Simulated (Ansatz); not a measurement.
# C2H6NNa: a rigid scan of the angle N2–C1–H6

An exercise on one series of results from a longer session: the logs are not shown, and one member is left open.

The runs use Ansatz 0.2.0, Gaussian basis; single points in def2-TZVPP.

Levels: PBE-D4, r2SCAN-D4, PBE0-D4, B3LYP-D4, wB97M-V, Hartree-Fock, MP2, CCSD, CCSD(T). The scan takes 87.7, 93.7, 99.7, 105.7, 111.7, 117.7, 123.7, 129.7, 135.7°.

Cores are frozen in the correlated methods. The outer core shell of Li, Na, Mg and K is correlated. B3LYP uses VWN-RPA correlation.

19 further runs of the same task are left out: 19 set aside as unsound or not needed.

## Starting geometry

The minimum, relaxed at PBE0-D4: SMILES `C[N](C)[Na]`, 10 atoms, charge 0, spin multiplicity 1.

Atoms are counted from 1 here; the program's logs count them from 0.

Bond lengths: C1–N2 1.428 Å, C1–H5 1.113 Å, C1–H6 1.099 Å, C1–H7 1.113 Å, N2–C3 1.428 Å, N2–Na4 2.097 Å, C3–H8 1.099 Å, C3–H9 1.113 Å, C3–H10 1.113 Å. Angles: N2–C1–H5 113.4°, N2–C1–H6 111.7°, N2–C1–H7 113.5°, H5–C1–H6 106.3°, H5–C1–H7 105.0°, H6–C1–H7 106.3°, C1–N2–C3 109.1°, C1–N2–Na4 125.5°, C3–N2–Na4 125.5°, N2–C3–H8 111.7°, N2–C3–H9 113.4°, N2–C3–H10 113.5°, H8–C3–H9 106.3°, H8–C3–H10 106.3°, H9–C3–H10 105.0°.

As a file:

```xyz
10

C    -0.44701    1.08568   -0.08339
N    -0.33482   -0.30328   -0.39718
C     0.71841   -0.87411    0.38070
Na   -1.52284   -1.33770   -1.78123
H    -0.67206    1.28057    0.98858
H    -1.24802    1.56940   -0.65985
H     0.48073    1.66314   -0.29220
H     0.84257   -1.94612    0.17267
H     0.55653   -0.78543    1.47783
H     1.70961   -0.40334    0.19717
```

Energies of the minimum (eV), from earlier single points: PBE-D4 -8070.71998, r2SCAN-D4 -8075.56984, PBE0-D4 -8071.48872, B3LYP-D4 -8079.47926, wB97M-V -8076.21814, CCSD(T) -8064.04245.

At the minimum the angle N2–C1–H6 is 111.7°.

The first run:

ccsdt-tzvpp/in.yaml

```yaml
crystal:
  periodic: [false, false, false]
  atoms:
    - {symbol: C, position_ang: [-0.447014, 1.085677, -0.083395]}
    - {symbol: N, position_ang: [-0.782405, -0.132775, -0.749088]}
    - {symbol: C, position_ang: [0.079657, -1.171997, -0.283125]}
    - {symbol: Na, position_ang: [-2.294882, -0.358839, -2.183762]}
    - {symbol: H, position_ang: [-0.672059, 1.280569, 0.988583]}
    - {symbol: H, position_ang: [-1.248022, 1.569400, -0.659851]}
    - {symbol: H, position_ang: [0.480734, 1.663141, -0.292202]}
    - {symbol: H, position_ang: [-0.141889, -2.132588, -0.769019]}
    - {symbol: H, position_ang: [0.004828, -1.351356, 0.812317]}
    - {symbol: H, position_ang: [1.157786, -0.969373, -0.468490]}
basis:
  gaussian: {orbitals: def2-TZVPP}
correlation: {method: ccsd_t}
```

No record of the launch command was kept for these runs.

Among the steps run: N2–C1–H6 = 87.7°; N2–C1–H6 = 93.7°; N2–C1–H6 = 99.7°; N2–C1–H6 = 105.7°; N2–C1–H6 = 111.7°; N2–C1–H6 = 117.7°; N2–C1–H6 = 123.7°; N2–C1–H6 = 129.7°; N2–C1–H6 = 135.7°.

One table of the session follows, with a row left open; its other results are not shown here.

It belongs to the step «The curves». Energies less that of the minimum at the same level (meV):

| angle (°) | PBE-D4 | PBE0-D4 | B3LYP-D4 | wB97M-V | Hartree-Fock |
| --- | --- | --- | --- | --- | --- |
| 87.7 | 662 | 683 | 695 | 692 | 776 |
| 93.7 | 370 | 381 | 388 | 387 | 429 |
| 99.7 | 164 | 168 | 171 | 172 | 186 |
| 105.7 | 42 | 42 | 43 | 43 | 44 |
| 111.7 | 0 | 0 | 0 | 0 | 0 |
| 111.7 (minimum) | 0 | 0 | 0 | 0 | 0 |
| 117.7 | 38 | 41 | 42 | 40 | 52 |
| 123.7 | ? | ? | ? | ? | ? |
| 129.7 | 350 | 369 | 374 | 366 | 442 |
| 135.7 | 625 | 656 | 666 | 654 | 780 |

Estimate the missing values for angle (°) = 123.7.

Worked estimate for «PBE-D4». A straight line through the neighbours (117.7, 38) and (129.7, 350) gives 38 + (350 − 38) × (123.7 − 117.7) / (129.7 − 117.7) = 194; a parabola fitted to 4 rows on both sides gives 154.

As computed: PBE-D4: 155; PBE0-D4: 164; B3LYP-D4: 166; wB97M-V: 162; Hartree-Fock: 199. In «PBE-D4» the line misses by +39 and the parabola by -1.

Caveats from the session: A polynomial through the near points puts the CCSD(T) minimum at the PBE0-D4 value.
